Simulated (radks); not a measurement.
# Taking charge from the 4s level of Sr³⁺ in fractions

The task here is to estimate one member of a computed series from the others.

Program: radks (a radial shooting solver on a logarithmic mesh, Libxc functionals) version 1. Level of theory: Dirac Kohn-Sham, PBE, spin-unpolarised, spherical densities, finite nucleus; open shells fill j = l - 1/2 first. These are calculated values, not measurements, unless marked.

## The system

- element: strontium (Z = 38)
- charge: +3
- electrons: 35
- configuration: [Ar] 3d10 4s2 4p5
- nuclear rms radius: 4.224 fm

The first run:

Input:

```text
Z 38
configuration [Ar] 3d10 4s2 4p5
relativity Dirac
functional pbe,pbe
spin unpolarised
j_filling energy
nucleus finite rms 4.224 fm
c 137.035999084
```

Among the steps run: Start: [Ar] 3d10 4s2 4p5.

One of the session's tables, all rows but one given; the rest of the session is left out.

It belongs to the step «Start: [Ar] 3d10 4s2 4p5». Sizes of the orbitals, from the radial functions (bohr):

```
level     <r>  outermost maximum (interpolated)  90 % within  nodes
3s1/2  0.4917                             0.436        0.730      2
3p1/2  0.4911                             0.425        0.746      1
3p3/2  0.5015                             0.434        0.762      1
3d3/2  0.4953                             0.375        0.803      0
3d5/2  0.4990                             0.378        0.808      0
4s1/2   1.325                              1.18         1.93      3
4p1/2   1.474                              1.28         2.18      2
4p3/2       ?                                 ?            ?      ?
```

**Question.** Estimate the row for 4p3/2.

As computed: <r>: 1.501; outermost maximum (interpolated): 1.31; 90 % within: 2.22; nodes: 2. In the column «<r>» it is the highest.
